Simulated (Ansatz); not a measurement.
# As: the cost of one run

Program: Ansatz 0.2.0. Level of theory: DFT r2SCAN, scalar-relativistic, plane waves, PAW. These are calculated values, not measurements.

## (1) The starting structure

Symmetry: I4/mmm, No. 139, tetragonal system. Conventional cell: a = 3.001 Å, b = 3.001 Å, c = 4.566 Å, α = 90.00°, β = 90.00°, γ = 90.00°. Around As (site symmetry 4/mmm) lie 12 As at 3.00 to 3.12 Å.

Structure file:

```
As
1.0
    -1.50063    1.50063    2.28298
     1.50063   -1.50063    2.28298
     1.50063    1.50063   -2.28298
As
1
Cartesian
  0.0000 0.0000 0.0000
```

This is candidate A: indium (bct) type (I4/mmm, No. 139).

(A quick probe on a coarse mesh, which set the mesh and smearing, is not shown.)

## (3) Coarse relaxation (candidate A)

Contents of input.yaml:

```yaml
crystal:
  lattice:
    - [-1.5006253105, 1.5006253105, 2.2829824967]
    - [1.5006253105, -1.5006253105, 2.2829824967]
    - [1.5006253105, 1.5006253105, -2.2829824967]
  atoms:
    - { symbol: As, position: [0.0, 0.0, 0.0] }
basis:
  ecutwfc: 500
kpoints:
  mp_grid: { grid: [8, 8, 8] }
hamiltonian:
  xc: r2scan
scf:
  occupations: { method: gaussian, width: 0.1 }
  lower_state_search: "off"
output:
  forces: true
  stress: true
  eigenvalues: true
relax:
  adjacent_minimum: "off"
  f_tol: 0.04
  max_steps: 70
  cell: { stress_tol: 0.4 }
```

**Question.** How long does this run take on 1 thread of an x86-64 CPU, shared host, and how much memory does it need?

About 15 s, with a peak of 0.41 GiB.
